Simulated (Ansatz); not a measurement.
Runs of Ansatz 0.2.0 on ZnRe. Symmetry: P-6m2, No. 187, hexagonal system. The conventional cell has a = 2.748 Å, b = 2.748 Å, c = 4.494 Å, α = 90.00°, β = 90.00°, γ = 120.00°. Re (site symmetry -6m2) is surrounded by 6 Re at 2.75 Å and 6 Zn at 2.75 Å. Zn (site symmetry -6m2) has 6 Zn at 2.75 Å and 6 Re at 2.75 Å as nearest neighbours. The cell comes from a database or a generator and needn't be the stable form of this composition.

```csv
level,cell,k mesh,cutoff (eV),smearing,basis error allowed,mesh quality,gap on the mesh (eV),pressure (GPa)
LDA,as given,11 × 11 × 6,279,gaussian 0.05 eV,0.001 eV/atom,not flagged,none,-14.1
LDA,as given,11 × 11 × 6,279,gaussian 0.1 eV,0.001 eV/atom,not flagged,none,-14.1
PBE,"atoms moved at random, drawn with an rms of 0.1 Å",7 × 7 × 4,241,fermi-dirac 0.04 eV,0.004 eV/atom,coarse,none,-1.2
PBE,as given,11 × 11 × 6,279,gaussian 0.05 eV,0.001 eV/atom,not flagged,none,(a)
```

Alike in all rows: task single point; potentials or basis all-electron LAPW, scalar-relativistic; no spin polarisation.

**Question.** Estimate the missing entries.

**Answer.** (a) -1.5.

Caveats: some runs use coarse meshes; the k mesh is thin for a metal, which can move the energy by tens of meV per atom (some runs).

A k mesh can miss the band edges, and the runs leave out spin-orbit coupling on Re.

A gap of «none» marks a metal or a gap under the smearing width.

Not every run made on this cell is shown here.
